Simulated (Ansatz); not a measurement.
Working through a test of the smearing width of MoPt, space group Pmma

Program: the Ansatz DFT code, driven from Python.

Notebook, run cell by cell (the value of a cell's last expression is shown):

**Cell 1**
```python
import ansatz
```

**Cell 2**
```python
K_LENGTH = 22
MAX_ITERATIONS = 150

structure = (
    ansatz.Lattice.from_parameters(4.476615, 2.733735, 4.958403, alpha=90.0, beta=90.0, gamma=90.0)
    .atom("Mo", (0.25, 0.0, 0.16175))
    .atom("Mo", (0.75, 0.0, 0.83825))
    .atom("Pt", (0.25, 0.5, 0.662729))
    .atom("Pt", (0.75, 0.5, 0.337271))
)
```

**Cell 3**
```python
base = (
    structure.calculation()
    .kpoints(length=K_LENGTH)
    .pseudopotentials("nc")
    .functional(ansatz.Functional.LDA)
    .scf(max_iterations=MAX_ITERATIONS)
    .accuracy("low")
)
```

**Cell 4**
```python
rows = []
for value in [0.5, 0.3, 0.2, 0.1]:
    rep = base.occupations("fermi_dirac", width=value).run().report
    rows.append((value, rep["free_energy_ev"] / len(rep["lattice"]["sites"]), rep["n_iterations"], rep["n_kpoints"]))
```
Output:
```text
DeckWarning: basis.ecutwfc = 1142.878222 eV, auto-derived from the records' recommended cutoffs: set by Pt (normal level)
```

**Cell 5**
```python
print("  width (eV)   F/atom (eV)    iterations      k-points")
for row in rows:
    print(f"{str(row[0]):>12s}  {row[1]:12.5f}  {row[2]:12d}  {row[3]:12d}")
```
Output:
```text
  width (eV)   F/atom (eV)    iterations      k-points
         0.5   -2736.20164             9            45
         0.3   -2735.99178             9            45
         0.2   -2735.93139             9            45
         0.1   -2735.89632             9            45
```

**Cell 6**
```python
# the last row is the reference
for row in rows[:-1]:
    shift = 1000 * (row[1] - rows[-1][1])
    print(f"{row[0]}: {shift:+.2f} meV/atom" + ("  (within 5 meV)" if abs(shift) < 5 else ""))
```
Output:
```text
0.5: -305.32 meV/atom
0.3: -95.46 meV/atom
0.2: -35.08 meV/atom
```

Going from 0.1 to 0.5 eV changes F by -305.3 meV an atom. With this scheme F falls roughly as the square of the width; the report's estimate for zero width (energy_sigma0_ev) moves by only +22.9 meV.

Caveats:
- Spin is left out of this run.
- For a metal this k-point mesh is coarse: on a finer one energies can move by several to tens of meV an atom and pressures by half a GPa or more, differences at one mesh by less.
- A Fermi-Dirac width this large means warm electrons, whose thermal share enters the free energy.
- The narrowest width needs the finest mesh, so the last row is no converged reference.
- Spin-orbit coupling, which matters for elements this heavy, is left out.
- The structure comes from a database of computed cells and needn't be a stable or known phase.
- Warnings are shown shortened and without file and line.
- Run time: 98 s on 1 thread of Arm Neoverse V2 (shared host), peak memory 0.61 GiB.
